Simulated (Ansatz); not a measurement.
# O3W: the cost of one run

Method: UKS PBE0/def2-TZVP; program: Ansatz 0.2.0, Gaussian basis.

**1. The system as given**

4 atoms, charge 0, spin multiplicity 3.

Atoms are counted from 1 here; the program's logs count them from 0.

Bond lengths: W1–O2 1.716 Å, W1–O3 1.716 Å, W1–O4 1.716 Å. Angles: O2–W1–O3 120.0°, O2–W1–O4 120.0°, O3–W1–O4 120.0°.

The start was built by rule and, where that kept it together, relaxed with GFN2-xTB. Sticks and bond lists go by distance. No spin-orbit coupling is included. Elements past krypton take def2 core potentials.

**2. The run**

Input file in.yaml:

```yaml
crystal:
  periodic: [false, false, false]
  atoms:
    - {symbol: W, position_ang: [0.000000, 0.000000, 0.000000]}
    - {symbol: O, position_ang: [1.715650, 0.009694, 0.000429]}
    - {symbol: O, position_ang: [-0.866220, 1.480948, -0.002544]}
    - {symbol: O, position_ang: [-0.849430, -1.490642, 0.002115]}
basis:
  gaussian: {orbitals: def2-TZVP}
magnetization: {spin_polarized: true, initial_magnetization: 2}
hamiltonian: {xc: pbe0}
relax: {f_tol: 0.004, max_steps: 80}
```

The run is started by

```sh
$ ansatz run in.yaml --threads 1 --pin off --events-out ev --progress --plain --max-ram 2176MiB
```

Q: Estimate wall time and peak memory on 1 thread of AMD EPYC 7R43, shared host.

About 6.2 min, with a peak of 0.42 GiB.
